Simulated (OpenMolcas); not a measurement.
# Multireference states of GaH

Which states of GaH lie lowest, and how does spin–orbit coupling split them?

Computed with OpenMolcas 26.06. Level: SA-CASSCF(4,5), XMS-CASPT2, RASSI; ANO-RCC-VTZP.

All values are calculated.

## Step 1: The job

C2 symmetry about the axis (a holds Σ, Δ, Γ; b holds Π, Φ, H; Σ⁺ and Σ⁻ are not told apart); roots by multiplicity and irrep: 1a 1, 3b 2, 1b 2, 3a 2.

Active shells: Ga 4s 4p, H 1s.

Input file m.inp:

```
&GATEWAY
Coord
2
angstrom
Ga 0.0 0.0 0.0
H 0.0 0.0 1.6810
Basis=ANO-RCC-VTZP
Group=XY
RX2C
AMFI
ANGMom
0.0 0.0 0.0
RICD
&SEWARD
&GUESSORB
&RASSCF
FileOrb=$CurrDir/o11.orb
Symmetry=1
Spin=1
nActEl=4 0 0
Inactive=8 6
RAS2=3 2
CIRoot=1 1 1
Linear
Iterations=120 100
OrbListing=Nothing
PRWF=0.15
>>COPY $Project.RasOrb $CurrDir/o11.orb
>>COPY $Project.rasscf.h5 $CurrDir/r11.h5
&CASPT2
XMultistate=all
Imaginary=0.2
IPEA=0.25
MaxIter=40
>>COPY $Project.JobMix JOB001
&RASSCF
FileOrb=$CurrDir/o32.orb
Symmetry=2
Spin=3
nActEl=4 0 0
Inactive=8 6
RAS2=3 2
CIRoot=2 2 1
Linear
Iterations=120 100
OrbListing=Nothing
PRWF=0.15
>>COPY $Project.RasOrb $CurrDir/o32.orb
>>COPY $Project.rasscf.h5 $CurrDir/r32.h5
&CASPT2
XMultistate=all
Imaginary=0.2
IPEA=0.25
MaxIter=40
>>COPY $Project.JobMix JOB002
&RASSCF
FileOrb=$CurrDir/o12.orb
Symmetry=2
Spin=1
nActEl=4 0 0
Inactive=8 6
RAS2=3 2
CIRoot=2 2 1
Linear
Iterations=120 100
OrbListing=Nothing
PRWF=0.15
>>COPY $Project.RasOrb $CurrDir/o12.orb
>>COPY $Project.rasscf.h5 $CurrDir/r12.h5
&CASPT2
XMultistate=all
Imaginary=0.2
IPEA=0.25
MaxIter=40
>>COPY $Project.JobMix JOB003
&RASSCF
FileOrb=$CurrDir/o31.orb
Symmetry=1
Spin=3
nActEl=4 0 0
Inactive=8 6
RAS2=3 2
CIRoot=2 2 1
Linear
Iterations=120 100
OrbListing=Nothing
PRWF=0.15
>>COPY $Project.RasOrb $CurrDir/o31.orb
>>COPY $Project.rasscf.h5 $CurrDir/r31.h5
&CASPT2
XMultistate=all
Imaginary=0.2
IPEA=0.25
MaxIter=40
>>COPY $Project.JobMix JOB004
&RASSI
Nr of JobIphs=4 1 2 2 2
1
1 2
1 2
1 2
SpinOrbit
EJob
Omega
MEES
MESO
Properties=4
'AngMom' 3 'Mltpl  1' 1 'Mltpl  1' 2 'Mltpl  1' 3
Thrs=1.0d-4
>>COPY $Project.rassi.h5 $CurrDir/so.h5
```

Each module block was a call of its own in one work directory; start orbitals came from a preliminary run.

The run is started by

```
> pymolcas m.inp
```

## Step 2: The spin-free blocks

After this run come: Spin–orbit coupling by RASSI.

**Question.** What will these runs give? Wanted: lowest spin-free state; next spin-free state; lowest level; next level; lowering by spin–orbit coupling.

As calculated:

| quantity | value |
| --- | --- |
| lowest spin-free state | (1)1Σ |
| next spin-free state | (1)3Π, 2.114 eV |
| lowest level | Ω = 0, 100 % (1)1Σ |
| next level | Ω = 0, 16791 cm⁻¹ |
| lowering by spin–orbit coupling | 6 cm⁻¹ |

In words: At 1.681 Å the lowest computed level has Ω = 0 and is 100 % (1)1Σ. Only the spin multiplicities and numbers of roots in the input were computed, so the list of states is not complete and the lowest one found need not be the ground state; labels number the states computed.
